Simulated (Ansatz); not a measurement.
# C₂H₁₀InNSi: basis-set convergence

The task here is to estimate one member of a computed series from the others.

The runs use Ansatz 0.2.0, Gaussian basis; one geometry, several basis sets.

Plan: PBE0-D4/def2-SVP; ωB97M-V/def2-SVP; PBE0-D4/def2-QZVPP; ωB97M-V/def2-QZVPP; the functionals' def2-TZVPP values are taken from earlier runs.

## The relaxed structure

An earlier PBE0-D4 in a triple-zeta def2 set relaxation fixed the geometry. In takes the def2 core potential; no spin-orbit term is included.

15 atoms, charge 0, spin multiplicity 1.

Atoms are counted from 1 here; the program's logs count them from 0.

Bond lengths: C1–N2 1.442 Å, C1–H6 1.099 Å, C1–H7 1.093 Å, C1–H8 1.099 Å, N2–In3 2.020 Å, N2–H9 1.009 Å, In3–C4 2.151 Å, In3–Si5 2.564 Å, C4–H10 1.091 Å, C4–H11 1.091 Å, C4–H12 1.091 Å, Si5–H13 1.491 Å, Si5–H14 1.490 Å, Si5–H15 1.490 Å. Angles: N2–C1–H6 112.7°, N2–C1–H7 110.1°, N2–C1–H8 112.8°, H6–C1–H7 106.8°, H6–C1–H8 107.3°, H7–C1–H8 106.9°, C1–N2–In3 128.8°, C1–N2–H9 112.4°, In3–N2–H9 118.8°, N2–In3–C4 113.3°, N2–In3–Si5 114.8°, C4–In3–Si5 131.9°, In3–C4–H10 110.3°, In3–C4–H11 110.2°, In3–C4–H12 110.3°, H10–C4–H11 108.9°, H10–C4–H12 108.1°, H11–C4–H12 108.9° and more.

The first run:

in.yaml

```yaml
crystal:
  periodic: [false, false, false]
  atoms:
    - {symbol: C, position_ang: [-0.882848, -1.753609, 1.521430]}
    - {symbol: N, position_ang: [0.091481, -1.455056, 0.501210]}
    - {symbol: In, position_ang: [0.403711, 0.282090, -0.481870]}
    - {symbol: C, position_ang: [1.999733, 0.171391, -1.919406]}
    - {symbol: Si, position_ang: [-1.160674, 2.196064, 0.197253]}
    - {symbol: H, position_ang: [-0.422706, -2.073384, 2.466464]}
    - {symbol: H, position_ang: [-1.477671, -0.863621, 1.744290]}
    - {symbol: H, position_ang: [-1.587819, -2.540456, 1.219271]}
    - {symbol: H, position_ang: [0.669094, -2.250909, 0.275962]}
    - {symbol: H, position_ang: [2.774840, 0.901629, -1.681636]}
    - {symbol: H, position_ang: [2.440459, -0.826169, -1.917007]}
    - {symbol: H, position_ang: [1.624039, 0.389826, -2.920312]}
    - {symbol: H, position_ang: [-2.115692, 2.514287, -0.902249]}
    - {symbol: H, position_ang: [-0.392370, 3.439374, 0.488221]}
    - {symbol: H, position_ang: [-1.963579, 1.868562, 1.408379]}
basis:
  gaussian: {orbitals: def2-SVP}
hamiltonian: {xc: pbe0, dispersion: d4}
output: {orbitals: {seedname: orbitals}}
```

Among the steps run: PBE0-D4 in def2-SVP; ωB97M-V in def2-SVP; PBE0-D4 in def2-QZVPP; ωB97M-V in def2-QZVPP.

One table of the session follows, with a row left open; its other results are not shown here.

It belongs to the step «Density functionals: the series». 

| functional | basis | HOMO (eV) |
| --- | --- | --- |
| PBE0-D4 | def2-SVP | -6.08 |
| PBE0-D4 | def2-TZVPP | -6.18 |
| PBE0-D4 | def2-QZVPP | -6.21 |
| ωB97M-V | def2-SVP | ? |
| ωB97M-V | def2-TZVPP | -8.49 |
| ωB97M-V | def2-QZVPP | -8.52 |

Estimate the missing values for ωB97M-V, def2-SVP.

As computed: HOMO (eV): -8.37. In the column «HOMO (eV)» it lies between ωB97M-V, def2-TZVPP (-8.49) and PBE0-D4, def2-QZVPP (-6.21).
